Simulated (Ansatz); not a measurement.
**F₂H₂N₂W: up Jacob's ladder to CCSD(T)**

An exercise on one series of results from a longer session: the logs are not shown, and one member is left open.

Method: functionals in def2-TZVPP, the program's frozen cores in correlated methods; program: Ansatz 0.2.0, Gaussian basis.

Levels to be run: LDA (SPW92), PBE-D4, revPBE-D4, BLYP-D4, r2SCAN-D4, B97M-V, PBE0-D4, B3LYP-D4, r2SCANh-D4, r2SCAN0-D4, HSE06-D4, BHLYP-D4, CAM-B3LYP-D4, LC-ωPBE, ωB97X-V, ωB97M-V, B2PLYP, PBE-QIDH; CCSD(T)/def2-SVP; CCSD(T)/def2-TZVPP; MP2/def2-QZVPP; extrapolation to the limit; RPA on PBE.

### The geometry

All runs share one geometry, relaxed beforehand with PBE0-D4 in a triple-zeta def2 set. W takes the def2 core potential; no spin-orbit term is included.

7 atoms, charge 0, spin multiplicity 1.

Atoms are counted from 1 here; the program's logs count them from 0.

Bond lengths: N1–W2 1.739 Å, N1–H6 1.008 Å, W2–N3 1.739 Å, W2–F4 1.868 Å, W2–F5 1.868 Å, N3–H7 1.008 Å. Angles: W2–N1–H6 155.6°, N1–W2–N3 110.1°, N1–W2–F4 108.0°, N1–W2–F5 108.0°, N3–W2–F4 108.0°, N3–W2–F5 108.0°, F4–W2–F5 114.8°, W2–N3–H7 155.6°.

Set-up of the first run:

The input, in.yaml:

```yaml
crystal:
  periodic: [false, false, false]
  atoms:
    - {symbol: N, position_ang: [-1.210321, 0.627935, 0.591469]}
    - {symbol: W, position_ang: [-0.014452, 0.051134, -0.531412]}
    - {symbol: N, position_ang: [1.268769, -0.754653, 0.321645]}
    - {symbol: F, position_ang: [-0.832906, -1.197375, -1.654035]}
    - {symbol: F, position_ang: [0.715697, 1.531132, -1.406293]}
    - {symbol: H, position_ang: [-1.619820, 0.777832, 1.500052]}
    - {symbol: H, position_ang: [1.754333, -1.103906, 1.132774]}
basis:
  gaussian: {orbitals: def2-TZVPP}
hamiltonian: {xc: lda}
output: {orbitals: {seedname: orbitals}}
```

Among the steps run: LDA; PBE-D4 (GGA); revPBE-D4 (GGA); BLYP-D4 (GGA); r2SCAN-D4 (meta-GGA); B97M-V (meta-GGA); PBE0-D4 (hybrid); B3LYP-D4 (hybrid); r2SCANh-D4 (hybrid); r2SCAN0-D4 (hybrid); HSE06-D4 (hybrid); BHLYP-D4 (hybrid); CAM-B3LYP-D4 (range-separated); LC-ωPBE-D4 (range-separated; the results give it without D4); ωB97X-V (range-separated); ωB97M-V (range-separated); B2PLYP (double hybrid); PBE-QIDH (double hybrid).

One table of the session follows, with a row left open; its other results are not shown here.

It belongs to the step «Orbital energies across the functionals». 

```
  functional  HOMO (eV)  LUMO (eV)  gap (eV)
 LDA (SPW92)      -7.11      -2.64      4.47
      PBE-D4      -6.89      -2.35      4.54
   revPBE-D4      -6.81      -2.24      4.57
     BLYP-D4      -6.77      -2.28      4.49
   r2SCAN-D4      -7.20      -2.25      4.95
      B97M-V      -7.24      -2.23      5.01
     PBE0-D4      -8.27      -1.54      6.73
    B3LYP-D4      -8.04      -1.81      6.23
  r2SCANh-D4      -7.71      -1.94      5.77
  r2SCAN0-D4      -8.49      -1.48      7.01
    HSE06-D4      -7.87      -1.92      5.95
    BHLYP-D4      -9.54      -0.63      8.91
CAM-B3LYP-D4      -9.63      -0.48      9.15
     LC-ωPBE     -10.93       0.77     11.70
     ωB97X-V          ?          ?         ?
     ωB97M-V     -10.49       0.60     11.10
```

**Question.** Estimate the row for ωB97X-V.

The run gave: HOMO (eV): -10.58; LUMO (eV): 0.67; gap (eV): 11.25. In the column «HOMO (eV)» it lies between LC-ωPBE (-10.93) and ωB97M-V (-10.49).
